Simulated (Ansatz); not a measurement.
I need a comparison of functionals at one structure of SnTe, space group F-43m. Use Ansatz 0.2.0, Python API. Use (first run): PBEsol, PAW, cutoff 550 eV, 6×6×6 k-points, Fermi-Dirac smearing of 0.02 eV. The script varies functional: pbesol, blyp, lda.

The script reads `snte.vasp`:
```text
SnTe
1.0
   0.00000000    3.61114600    3.61114600
   3.61114600    0.00000000    3.61114600
   3.61114600    3.61114600    0.00000000
Sn Te
1 1
Direct
   0.00000000    0.00000000    0.00000000
   0.75000000    0.75000000    0.75000000
```

`xc.py`
```python
# -*- coding: utf-8 -*-
'''One structure of SnTe under several functionals.'''

import csv
import logging
import sys

import ansatz
from ase.io import read

logging.basicConfig(stream=sys.stdout, format='%(levelname)s:%(name)s:%(message)s')
logger = logging.getLogger('run')
logger.setLevel(logging.INFO)

atoms = read('snte.vasp', format='vasp')
xtal = ansatz.Crystal.from_ase(atoms)

setup = (
    xtal.calculation()
    .occupations('Fermi-Dirac', width=0.02)
    .kpoints(6)
    .basis(550)
    .scf(tolerance=1e-09)
)

rows = []
for value in ['pbesol', 'blyp', 'lda']:
    report = setup.functional(value).run(threads=1).report
    rows.append((value, report['free_energy_ev'] / len(report['lattice']['sites']), report['n_iterations'], report['n_kpoints']))

with open('xc.csv', 'w', newline='') as handle:
    writer = csv.writer(handle)
    writer.writerow(['functional', 'F/atom (eV)', 'iterations', 'k-points'])
    writer.writerows([round(v, 5) if isinstance(v, float) else v for v in row] for row in rows)
print(open('xc.csv').read())
```

`python xc.py` gives:
```text
functional,F/atom (eV),iterations,k-points
pbesol,-6425.55652,8,16
blyp,-6519.08411,9,16
lda,-6353.22189,8,16
```

This cell is a computed structure, which may not be the phase found in nature. Total energies of different functionals can't be compared; pressures, moments and gaps at this one structure can. Run time: 10 s on 1 thread of Arm Neoverse V2, with other jobs on the host, peak memory 0.46 GiB.
